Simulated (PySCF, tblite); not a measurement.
# C₅H₈OSSi: geometry, infrared bands and NMR shifts

Aim: predict the infrared bands and NMR shifts of C₅H₈OSSi (`CC#C[C@@H]1CO[SiH2]S1`).

Programs: tblite 0.8.0 and PySCF 2.14.0, with density-fitted response routines of our own. Each step states its level of theory. These are calculated values for one molecule in the gas phase, unless marked as measured. Atoms are numbered from 0 throughout.

**1. The molecule as given**

16 atoms, charge 0, multiplicity 1; geometry from: force field or distance geometry start.

Bonds of the start (Å): C0–C1 1.47, C1–C2 1.23, C2–C3 1.46, C3–C4 1.50, C4–O5 1.36, O5–Si6 1.75, Si6–S7 2.18, S7–C3 1.83, C0–H8 1.10, C0–H9 1.13, C0–H10 1.11, C3–H11 1.09, C4–H12 1.11, C4–H13 1.13, Si6–H14 1.45, Si6–H15 1.45.

**2. Relaxing the molecule with GFN2-xTB**

The job: settings as JSON, then the geometry in Å.

```
{"job": {"kind": "relax", "xc": "GFN2-xTB", "basis": "xTB"}, "charge": 0, "multiplicity": 1}
C     -3.312900    -0.295700    -0.246300
C     -1.928300     0.168000    -0.403900
C     -0.767200     0.544200    -0.527800
C      0.590200     1.032900    -0.720900
C      1.534700    -0.132000    -0.667500
O      1.422000    -0.825200     0.501900
Si     2.183000     0.298000     1.603600
S      1.125100     1.995800     0.744800
H     -3.667800    -0.200300     0.790600
H     -3.979200     0.381900    -0.861900
H     -3.394900    -1.328700    -0.634600
H      0.703200     1.621300    -1.637000
H      1.489500    -0.765300    -1.578100
H      2.579000     0.308200    -0.702000
H      1.815600     0.063100     2.985100
H      3.600300     0.410200     1.342500
```

Started as:

```bash
OMP_NUM_THREADS=1 python probes_run.py task.json out
```

This one command runs all jobs of the session in turn.

**Question.** This job is followed by: GFN2-xTB harmonic vibrations, gas phase; GIAO PBE0/pcSseg-1 NMR shielding, non-relativistic, gas phase. What will the session give for the following? strongest single infrared mode (GFN2-xTB); zero-point energy (GFN2-xTB); 13C shifts against TMS (PBE0/pcSseg-1); 1H shifts against TMS (PBE0/pcSseg-1, means over atoms taken as alike); 17O shifts against H2O (PBE0/pcSseg-1); 29Si shifts against TMS (PBE0/pcSseg-1); 33S shifts against CS2 (PBE0/pcSseg-1); surface potential, 1st and 99th percentile.

**Answer**, as computed:

| quantity | value |
| --- | --- |
| strongest single infrared mode (GFN2-xTB) | 2353 cm⁻¹, 335 km/mol |
| zero-point energy (GFN2-xTB) | 71.5 kcal/mol |
| 13C shifts against TMS (PBE0/pcSseg-1) | 91.0, 86.0, 77.1, 42.5, 5.0 ppm |
| 1H shifts against TMS (PBE0/pcSseg-1, means over atoms taken as alike) | 5.57, 5.56, 4.49, 3.86, 3.82, 2.04 ppm |
| 17O shifts against H2O (PBE0/pcSseg-1) | 34.1 ppm |
| 29Si shifts against TMS (PBE0/pcSseg-1) | 2.8 ppm |
| 33S shifts against CS2 (PBE0/pcSseg-1) | -68 ppm |
| surface potential, 1st and 99th percentile | -1.17 V and 1.43 V |

Relaxing lowered the energy by 0.917 eV in 100 steps; the close pair that moved most is O5–Si6, from 1.748 to 1.626 Å. The lowest mode is slightly imaginary (18i cm⁻¹), a soft motion within the noise of the Hessian, so the minimum is not strictly shown. The strongest single mode, at 2353 cm⁻¹, moves mainly H15 and H14. Unscaled tight-binding wavenumbers are off by several per cent, some by more. Its intensities can rank the bands wrongly. At PBE0/pcSseg-1: The largest span, 493 ppm, is at S7, where the paramagnetic term is -487 ppm.
